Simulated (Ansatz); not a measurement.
# Cl2H6OSiSn: the cost of one run

Method: RKS PBE0-D4/def2-SVP, in Ansatz 0.2.0.

## Step 1: Starting point

Bond lengths: Sn1–Cl3 2.410 Å, Sn1–Cl4 2.408 Å, Sn1–H5 1.739 Å, Sn1–O6 2.260 Å, O6–Si7 1.680 Å, Si7–H8 1.460 Å, Si7–H9 1.460 Å, Si7–H10 1.460 Å. Angles: Cl3–Sn1–Cl4 109.5°, Cl3–Sn1–H5 109.5°, Cl3–Sn1–O6 67.1°, Cl4–Sn1–H5 109.5°, Cl4–Sn1–O6 72.9°, H5–Sn1–O6 176.5°, Sn1–O6–Si7 125.0°, O6–Si7–H8 109.5°, O6–Si7–H9 109.5°, O6–Si7–H10 109.5°, H8–Si7–H9 109.4°, H8–Si7–H10 109.4°, H9–Si7–H10 109.4°.

As a file:

```xyz
11

Sn    0.0000    0.0000    0.0000
H     0.0000    0.0000    2.0900
Cl    2.2726    0.0000   -0.8025
Cl   -1.1351    1.9666   -0.8025
H    -0.8195   -1.4198   -0.5794
O     1.1853    1.7874    0.7126
Si    2.5580    1.7106    1.6780
H     3.0381    0.3329    1.7339
H     3.5987    2.5654    1.1143
H     2.2319    2.1666    3.0261
H     0.5880    0.8867    1.9402
```

## Step 2: A restrained relaxation towards end A

Springs on the bonds that form and break draw the guess towards this end; the thresholds are loose.

input.yaml

```yaml
crystal:
  periodic: [false, false, false]
  atoms:
    - { symbol: Sn, position_ang: [0.0, 0.0, 0.0] }
    - { symbol: H, position_ang: [0.0, 0.0, 2.09] }
    - { symbol: Cl, position_ang: [2.2726, 0.0, -0.8025] }
    - { symbol: Cl, position_ang: [-1.1351, 1.9666, -0.8025] }
    - { symbol: H, position_ang: [-0.8195, -1.4198, -0.5794] }
    - { symbol: O, position_ang: [1.1853, 1.7874, 0.7126] }
    - { symbol: Si, position_ang: [2.558, 1.7106, 1.678] }
    - { symbol: H, position_ang: [3.0381, 0.3329, 1.7339] }
    - { symbol: H, position_ang: [3.5987, 2.5654, 1.1143] }
    - { symbol: H, position_ang: [2.2319, 2.1666, 3.0261] }
    - { symbol: H, position_ang: [0.588, 0.8867, 1.9402] }
basis:
  gaussian: { orbitals: def2-SVP }
hamiltonian:
  xc: pbe0
  dispersion: d4
relax:
  f_tol: 0.15
  max_steps: 25
  restrain:
    - { distance: [0, 5], at: 3.16, k: 30.0 }
    - { distance: [10, 1], at: 1.86, k: 30.0 }
    - { distance: [0, 1], at: 1.74, k: 30.0 }
    - { distance: [10, 5], at: 1.01, k: 30.0 }
```

On the command line:

```console
$ ansatz run input.yaml --threads 4 --pin off --max-ram 5120MiB --backend cpu --events-out ev --progress --plain --runs-dir out
```

Q: Estimate wall time and peak memory on 4 threads of Arm Neoverse V2, shared host.

About 28 s, with a peak of 0.36 GiB.
